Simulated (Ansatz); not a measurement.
# Zr6NiTe2: the cost of one run

Program: Ansatz 0.2.0. Level of theory: DFT PBEsol, scalar-relativistic, plane waves, PAW. These are calculated values, not measurements.

## 1. The starting structure

It takes space group P-62m (No. 189, hexagonal). Conventional cell: a = 7.714 Å, b = 7.714 Å, c = 3.712 Å, α = 90.00°, β = 90.00°, γ = 120.00°. Zr (site symmetry m2m) has 2 Ni at 2.61 Å and 2 Te at 3.01 Å as nearest neighbours. Around Zr (site symmetry m2m) lie 4 Te at 2.99 Å and 1 Ni at 3.14 Å and 6 Zr at 3.30 to 3.31 Å. Ni (site symmetry -62m) is surrounded by 6 Zr at 2.61 Å. Te (site symmetry -6) has 9 Zr at 2.99 to 3.01 Å as nearest neighbours.

Coordinates:

```xyz
9
Lattice="7.7144 0.0000 0.0000 -3.8572 6.6809 0.0000 0.0000 0.0000 3.7125" Properties=species:S:1:pos:R:3 pbc="T T T"
Zr    1.8359    0.0000    0.0000
Zr   -0.9180    1.5900    0.0000
Zr    2.9392    5.0909    0.0000
Zr    4.5697    0.0000    1.8562
Zr   -2.2848    3.9575    1.8562
Zr    1.5724    2.7234    1.8562
Ni    0.0000    0.0000    1.8562
Te    0.0000    4.4539    0.0000
Te    3.8572    2.2270    0.0000
```

The structure comes from the Materials Project (structure only).

## 2. The listed cell as it stands

File input.yaml:

```yaml
crystal:
  lattice:
    - [7.7144043939, 0.0, 0.0]
    - [-3.8572021969, 6.6808701802, 0.0]
    - [0.0, 0.0, 3.71248813]
  atoms:
    - { symbol: Zr, position: [0.23798722, 0.0, 0.0] }
    - { symbol: Zr, position: [0.0, 0.23798722, 0.0] }
    - { symbol: Zr, position: [0.76201278, 0.76201278, 0.0] }
    - { symbol: Zr, position: [0.59235604, 0.0, 0.5] }
    - { symbol: Zr, position: [0.0, 0.59235604, 0.5] }
    - { symbol: Zr, position: [0.40764396, 0.40764396, 0.5] }
    - { symbol: Ni, position: [0.0, 0.0, 0.5], spin: 2.0 }
    - { symbol: Te, position: [0.33333333, 0.66666667, 0.0] }
    - { symbol: Te, position: [0.66666667, 0.33333333, 0.0] }
basis:
  ecutwfc: 420
kpoints:
  mp_grid: { grid: [6, 6, 10] }
hamiltonian:
  xc: pbesol
scf:
  occupations: { method: gaussian, width: 0.1 }
output:
  forces: true
  stress: true
  eigenvalues: true
  populations: true
magnetization:
  spin_polarized: true
```

Launch:

```console
$ ansatz run input.yaml --threads 2 --pin off --max-ram 3584MiB --backend cpu --events-out ev --progress --plain --runs-dir out
```

**Question.** How long does this run take on 2 threads of Intel Xeon 6975P-C (Granite Rapids), shared host, and how much memory does it need?

About 80 s, with a peak of 1.1 GiB.
